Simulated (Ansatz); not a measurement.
# ZnMo3 (Pm-3m) in Ansatz: convergence with wavefunction cutoff

Aim: find how far wavefunction cutoff must go before the results for ZnMo3 settle, at PBE. This setting moves, with any that are tied to it; all else stays.

Program: Ansatz 0.2.0. These are calculated values, not measurements. Logs are shortened: lines on timing, memory, paths and dates and some standing lists are left out, and cuts for length are marked.

## Step 1: Starting point

It takes space group Pm-3m (No. 221, cubic). The conventional cell has a = 3.943 Å, b = 3.943 Å, c = 3.943 Å, α = 90.00°, β = 90.00°, γ = 90.00°. Around Mo (site symmetry 4/mmm) lie 8 Mo at 2.79 Å and 4 Zn at 2.79 Å. Zn (site symmetry m-3m) has 12 Mo at 2.79 Å as nearest neighbours.

The cell comes from a database or a generator and needn't be the stable form of this composition.

## Step 2: With wavefunction cutoff 200 eV

Input file input.yaml:

```yaml
crystal:
  lattice:
    - [3.943154, 0.0, 0.0]
    - [0.0, 3.943154, 0.0]
    - [0.0, 0.0, 3.943154]
  atoms:
    - { symbol: Mo, position: [0.5, 0.5, 0.0] }
    - { symbol: Mo, position: [0.5, 0.0, 0.5] }
    - { symbol: Mo, position: [0.0, 0.5, 0.5] }
    - { symbol: Zn, position: [0.0, 0.0, 0.0] }
hamiltonian:
  xc: pbe
  pseudopotentials: { kind: paw }
kpoints:
  mp_grid: { grid: [6, 6, 6] }
scf:
  occupations: { method: cold, width: 0.1 }
output:
  forces: true
  stress: true
  eigenvalues: true
basis:
  ecutwfc: "200 eV"
```

Potentials or basis: Ansatz PAW.

On the command line:

```console
ansatz run input.yaml --threads 2 --pin off --max-ram 5632MiB --backend cpu --events-out ev --progress --plain --runs-dir out
```

Run time: 0.5 s. Hardware: 2 threads of Intel Xeon Platinum 8488C (Sapphire Rapids), shared host; peak memory 0.35 GiB.

Results:

| Item | Value |
| --- | --- |
| Free energy | -18168.2620 eV |
| Pressure | 4.3 GPa |
| Band gap on the k mesh | none (metal or under the smearing width) |

## Step 3: With wavefunction cutoff 250 eV

input.yaml: that of step 2 with these lines changed.

```diff
@@ -22,2 +22,2 @@
 basis:
-  ecutwfc: "200 eV"
+  ecutwfc: "250 eV"
```

Potentials or basis: Ansatz PAW.

On the command line:

```console
ansatz run input.yaml --threads 2 --pin off --max-ram 5632MiB --backend cpu --events-out ev --progress --plain --runs-dir out
```

It took 0.57 s on 2 threads of Intel Xeon Platinum 8488C (Sapphire Rapids), shared host; peak memory 0.36 GiB.

Results:

| Item | Value |
| --- | --- |
| Free energy | -18183.7589 eV |
| Pressure | 1.2 GPa |
| Band gap on the k mesh | none (metal or under the smearing width) |

## Step 4: With wavefunction cutoff 300 eV

input.yaml: that of step 3 with these lines changed.

```diff
@@ -22,2 +22,2 @@
 basis:
-  ecutwfc: "250 eV"
+  ecutwfc: "300 eV"
```

On the command line:

```console
ansatz run input.yaml --threads 2 --pin off --max-ram 5632MiB --backend cpu --events-out ev --progress --plain --runs-dir out
```

Run time: 0.57 s. Hardware: 2 threads of Intel Xeon Platinum 8488C (Sapphire Rapids), shared host; peak memory 0.38 GiB.

Results:

```
Free energy            : -18186.1301 eV
Pressure               : -1.7 GPa
Band gap on the k mesh : none (metal or under the smearing width)
```

## Step 5: With wavefunction cutoff 350 eV

input.yaml: that of step 4 with these lines changed.

```diff
@@ -22,2 +22,2 @@
 basis:
-  ecutwfc: "300 eV"
+  ecutwfc: "350 eV"
```

On the command line:

```console
ansatz run input.yaml --threads 2 --pin off --max-ram 5632MiB --backend cpu --events-out ev --progress --plain --runs-dir out
```

It took 0.71 s on 2 threads of Intel Xeon Platinum 8488C (Sapphire Rapids), shared host; peak memory 0.39 GiB.

Results:

| Quantity | Value |
| --- | --- |
| Free energy | -18186.3852 eV |
| Pressure | -1.6 GPa |
| Band gap on the k mesh | none (metal or under the smearing width) |

## Step 6: With wavefunction cutoff 400 eV

input.yaml: that of step 5 with these lines changed.

```diff
@@ -22,2 +22,2 @@
 basis:
-  ecutwfc: "350 eV"
+  ecutwfc: "400 eV"
```

Potentials or basis: Ansatz PAW.

On the command line:

```console
ansatz run input.yaml --threads 2 --pin off --max-ram 5632MiB --backend cpu --events-out ev --progress --plain --runs-dir out
```

It took 0.86 s on 2 threads of Intel Xeon Platinum 8488C (Sapphire Rapids), shared host; peak memory 0.4 GiB.

Results (log left out):

```yaml
Free_energy: -18186.4029 eV
Pressure: -1.6 GPa
Band_gap_on_the_k_mesh: none (metal or under the smearing width)
```

## Step 7: With wavefunction cutoff 450 eV

input.yaml: that of step 6 with these lines changed.

```diff
@@ -22,2 +22,2 @@
 basis:
-  ecutwfc: "400 eV"
+  ecutwfc: "450 eV"
```

On the command line:

```console
ansatz run input.yaml --threads 2 --pin off --max-ram 5632MiB --backend cpu --events-out ev --progress --plain --runs-dir out
```

It took 0.93 s on 2 threads of Intel Xeon Platinum 8488C (Sapphire Rapids), shared host; peak memory 0.39 GiB.

Results (log left out):

| Item | Value |
| --- | --- |
| Free energy | -18186.4070 eV |
| Pressure | -1.6 GPa |
| Band gap on the k mesh | none (metal or under the smearing width) |

## Step 8: With wavefunction cutoff 500 eV

input.yaml: that of step 7 with these lines changed.

```diff
@@ -22,2 +22,2 @@
 basis:
-  ecutwfc: "450 eV"
+  ecutwfc: "500 eV"
```

On the command line:

```console
ansatz run input.yaml --threads 2 --pin off --max-ram 5632MiB --backend cpu --events-out ev --progress --plain --runs-dir out
```

Run time: 0.98 s. Hardware: 2 threads of Intel Xeon Platinum 8488C (Sapphire Rapids), shared host; peak memory 0.42 GiB.

The run converged. Its results:

```
Free energy            : -18186.4090 eV
Pressure               : -1.6 GPa
Band gap on the k mesh : none (metal or under the smearing width)
```

## Step 9: With wavefunction cutoff 600 eV

input.yaml: that of step 8 with these lines changed.

```diff
@@ -22,2 +22,2 @@
 basis:
-  ecutwfc: "500 eV"
+  ecutwfc: "600 eV"
```

Potentials or basis: Ansatz PAW.

On the command line:

```console
ansatz run input.yaml --threads 2 --pin off --max-ram 5632MiB --backend cpu --events-out ev --progress --plain --runs-dir out
```

Wall time 1.2 s (2 threads of Intel Xeon Platinum 8488C (Sapphire Rapids), shared host); peak memory 0.45 GiB.

It converged, with:

```yaml
Free_energy: -18186.4097 eV
Pressure: -1.6 GPa
Band_gap_on_the_k_mesh: none (metal or under the smearing width)
```

## Step 10: With wavefunction cutoff 800 eV

input.yaml: that of step 9 with these lines changed.

```diff
@@ -22,2 +22,2 @@
 basis:
-  ecutwfc: "600 eV"
+  ecutwfc: "800 eV"
```

Potentials or basis: Ansatz PAW.

On the command line:

```console
ansatz run input.yaml --threads 2 --pin off --max-ram 5632MiB --backend cpu --events-out ev --progress --plain --runs-dir out
```

Standard output:

```text
Warning: RAYON_NUM_THREADS=2 ignored (pool sized by the plan → 2); use --threads N
Engine: ansatz 0.2.0, x86_64-unknown-linux-gnu
Pseudopotentials: kind: paw
Pseudopotential: Mo, paw, valence charge 14, recommended cutoff 420 eV (normal), Mo.paw.azcp
Pseudopotential: Zn, paw, valence charge 12, recommended cutoff 420 eV (normal), Zn.paw.azcp
Functional definition: PBE
  parameter kappa = 0.804
  parameter beta = 0.06672455060314922
  exchange = pbe_x(kappa = kappa, mu = beta*pi^2/3)
  correlation = pbe_c(beta = beta)
Crystal: 4 atoms, lattice volume = 61.310 Å³
Basis set: ecut = 800 eV, 3119 PW (Γ), exchange–correlation on 80×80×80 points (8 copies of the dense FFT grid, shifted against one another)
Bands: 33, of which v1, the nominal top of the filled ones, is band 27 counted from 1 (26 counted from 0)
Symmetry: 48 space group operations
Space group: Pm-3m (ITA 221), of the structure as read, at distance tolerance 3.9e-5 Å
k-points: 20 of 216
Non-local potential: Mo, projectors of the file, l = 0: 3, l = 1: 2, l = 2: 2, l = 3: 1
Non-local potential: Zn, projectors of the file, l = 0: 2, l = 1: 2, l = 2: 3, l = 3: 1
PAW form: soft (Blöchl's): semilocal exchange-correlation on the pseudo side does not see the compensation charge
PAW one-centre angular grid: Mo, 590 points (default); XC on 64 Gauss nodes
PAW one-centre angular grid: Zn, 590 points (default); XC on 64 Gauss nodes
Initial density: superposition of atomic densities (neutral atoms: chi_scale 0, normalization atom), corrected by the library's trained network
Initial wavefunctions: pseudopotential atomic-orbital guess
Functional: x = pbe(κ = 0.804, μ = 0.2195149727645171), c = pbe(β = 0.06672455060314922)
SCF iter   1: F=—  HF=-18186.412942 eV  |F-HF|=—  |Δ(HF+E_count)|=         —  Δρ=6.10e-3  dr2=1.27e-2  ethr=1.77e-3  ⟨swp⟩=5.7  Hψ=2800  notcnv=0
preconditioner: auto → Kerker (q_TF=auto, 2.671 Å⁻¹)  [metal: Δε(μ)=0.022 eV  Ē_g=5.720 eV  σ=0.100 eV  W_gap=0.16  n_scr=18 (ndim 8)  ℏωp=26.0 eV  f_vac=0.000  D(μ)=2.46/eV (n_scr^D=18)]
SCF iter   2: F=—  HF=-18186.410976 eV  |F-HF|=—  |Δ(HF+E_count)|=   1.97e-3  S|Δr|=    0.00e0  Δρ=2.89e-3  dr2=3.55e-3  ethr=2.36e-5  ⟨swp⟩=2.1  Hψ=1225  notcnv=0  defer=5
SCF iter   3: F=—  HF=-18186.410366 eV  |F-HF|=—  |Δ(HF+E_count)|=   6.10e-4  S|Δr|=    0.00e0  Δρ=1.70e-3  dr2=1.34e-3  ethr=6.56e-6  ⟨swp⟩=2.5  Hψ=1062  notcnv=0  defer=5
SCF iter   4: F=—  HF=-18186.409983 eV  |F-HF|=—  |Δ(HF+E_count)|=   3.83e-4  S|Δr|=    0.00e0  Δρ=3.74e-4  dr2=6.33e-5  ethr=2.47e-6  ⟨swp⟩=2.1  Hψ=897  notcnv=0  defer=5
SCF iter   5: F=—  HF=-18186.409979 eV  |F-HF|=—  |Δ(HF+E_count)|=   3.54e-6  S|Δr|=    0.00e0  Δρ=1.05e-4  dr2=7.54e-6  ethr=1.17e-7  ⟨swp⟩=2.0  Hψ=952  notcnv=0  defer=5
SCF iter   6: F=—  HF=-18186.409977 eV  |F-HF|=—  |Δ(HF+E_count)|=   2.13e-6  S|Δr|=    0.00e0  Δρ=1.86e-5  dr2=1.45e-7  ethr=1.40e-8  ⟨swp⟩=2.2  Hψ=894  notcnv=0  defer=5
SCF iter   7: F=-18186.409977 eV  HF=-18186.409977 eV  |F-HF|=6.00e-9  |Δ(HF+E_count)|=   9.81e-8  S|Δr|=    0.00e0  Δρ=6.36e-6  dr2=1.43e-8  ethr=1.85e-10  ⟨swp⟩=8.3  Hψ=3313  notcnv=0
SCF 1 converged in 7 iterations: F = -18186.409977 eV  dr2 = 1.43e-8
SCF converged after 7 iterations
Stability not checked: this state was not tested for a lower state beside it, because cold or Methfessel-Paxton smearing, or corrected tetrahedra, fill the levels in a way that the test cannot read (fill_not_monotonic; see scf.lower_state_search)
Free energy (F): -18186.409977 eV
Harris-Foulkes:  -18186.409977 eV  (|F-HF|=6.00e-9)
Internal energy: -18186.408078 eV  (E = F + TS)
E sigma→0 (E₀):  -18186.409344 eV
Entropy (-TS):   -0.001899 eV (-0.475 meV/atom)
Fermi energy:    18.738897 eV
--- Per-component energies (eV) ---
  E_band       = -111.762595
  E_kinetic    = 1453.944457
  E_local      = -3851.221308  (includes V_loc(G=0)·N_el)
  E_nonlocal   = 1036.599145
  E_hartree    = 1403.525376
  E_xc         = -688.936566
  E_vxc        = -740.647113  (∫ρ·V_xc dr)
  E_paw        = -11425.129790  (= ΣΔE_a)
  E_vpaw       = -817.487531  (= ΣTr[D̂ρ^β])
  E_aug_tail   = 0.000009  (compensation charges beyond the density's cutoff)
  E_ewald      = -6115.189401
  E_smearing   = -0.001899  (= −TS)
  E_closure    = 0.000000  (closes the sum)
  Σ components = -18186.409977   (vs F -18186.409977, Δ=0.00e0)
--- Forces (eV/Å), atoms counted from 1 ---
  atom   1  Mo     0.00000000    -0.00000000    -0.00000000
  atom   2  Mo    -0.00000000    -0.00000000    -0.00000000
  atom   3  Mo     0.00000000     0.00000000     0.00000000
  atom   4  Zn    -0.00000000    -0.00000000     0.00000000
  max |Σ_I F_I| component: 4.65e-29 eV/Å
--- Stress (GPa, compression-positive) ---
       -1.608737       0.000000      -0.000000
       -0.000000      -1.608737       0.000000
        0.000000       0.000000      -1.608737
  P = ⅓ Tr σ = -1.6087 GPa (-16.087 kbar)
--- Band table (eV; the first three rows and the last of 20) ---
  k-point 0: bands = ["-42.3388", "-42.0746", "-42.0746", "-16.7804", "-16.7804", "-16.7804", "-16.1852", "-16.1852", "-16.1852", "-15.7948", "-15.7948", "-15.7948", "10.4456", "11.2184", "11.2184", "11.3560", "11.3560", "11.3560", "13.0277", "15.2818", "15.2818", "15.2818", "15.6597", "15.6597", "19.6286", "19.6286", "19.6286", "20.7704", "20.7704", "20.7704", "21.3446", "21.3446", "22.5549"]
  k-point 1: bands = ["-42.3233", "-42.0902", "-42.0743", "-16.7440", "-16.7440", "-16.7239", "-16.1989", "-16.1989", "-16.1912", "-15.8684", "-15.8217", "-15.8217", "10.7810", "11.2761", "11.2929", "11.3775", "11.4079", "11.4079", "13.3209", "15.3327", "15.4377", "15.4377", "15.4409", "15.9328", "18.8019", "18.8019", "19.4169", "19.8704", "20.9630", "21.0744", "21.0744", "21.3306", "22.0931"]
  k-point 2: bands = ["-42.2832", "-42.1307", "-42.0739", "-16.6554", "-16.6554", "-16.5665", "-16.2425", "-16.2425", "-16.2032", "-16.0599", "-15.8750", "-15.8750", "11.3652", "11.3852", "11.4208", "11.5170", "11.5170", "11.8007", "14.0040", "14.6944", "15.4493", "15.7822", "15.7822", "16.6887", "18.0500", "18.0500", "18.7332", "18.9962", "19.8110", "20.2106", "20.2106", "20.7422", "21.5057"]
  k-point 19: bands = ["-42.1608", "-42.1608", "-42.1608", "-17.0885", "-16.7219", "-16.7219", "-16.7219", "-15.8544", "-15.8544", "-15.8544", "-15.8004", "-15.8004", "11.3202", "11.3202", "11.3202", "11.6462", "11.6462", "12.0544", "15.0147", "15.0147", "15.0147", "17.4807", "17.4807", "17.4807", "18.3624", "18.3624", "18.3624", "19.4695", "19.4695", "19.4695", "20.3044", "20.4044", "20.4044"]
```

Run time: 2 s. Hardware: 2 threads of Intel Xeon Platinum 8488C (Sapphire Rapids), shared host; peak memory 0.51 GiB.

What came out:

```yaml
Free_energy: -18186.4100 eV
Pressure: -1.6 GPa
Band_gap_on_the_k_mesh: none (metal or under the smearing width)
```

## Step 11: The series at a glance

| wavefunction cutoff | energy less the tightest run, at zero smearing (meV/atom) | pressure (GPa) | SCF cycles | CPU time (s) | peak memory (GiB) |
| --- | --- | --- | --- | --- | --- |
| 200 eV | 4537.42 | 4.27 | 8 | 0.87 | 0.35 |
| 250 eV | 662.88 | 1.16 | 7 | 1 | 0.36 |
| 300 eV | 69.99 | -1.66 | 7 | 1 | 0.38 |
| 350 eV | 6.19 | -1.58 | 6 | 1.3 | 0.39 |
| 400 eV | 1.77 | -1.59 | 7 | 1.5 | 0.4 |
| 450 eV | 0.75 | -1.61 | 7 | 1.7 | 0.39 |
| 500 eV | 0.24 | -1.61 | 7 | 1.8 | 0.42 |
| 600 eV | 0.06 | -1.61 | 7 | 2.2 | 0.45 |
| 800 eV | 0.00 | -1.61 | 7 | 3.7 | 0.51 |

Against the tightest run, the energy stays within 1 meV/atom from 450 eV on; the pressure stays within 0.1 GPa from 300 eV on. The tightest run that finished is the yardstick and may itself not be fully converged.
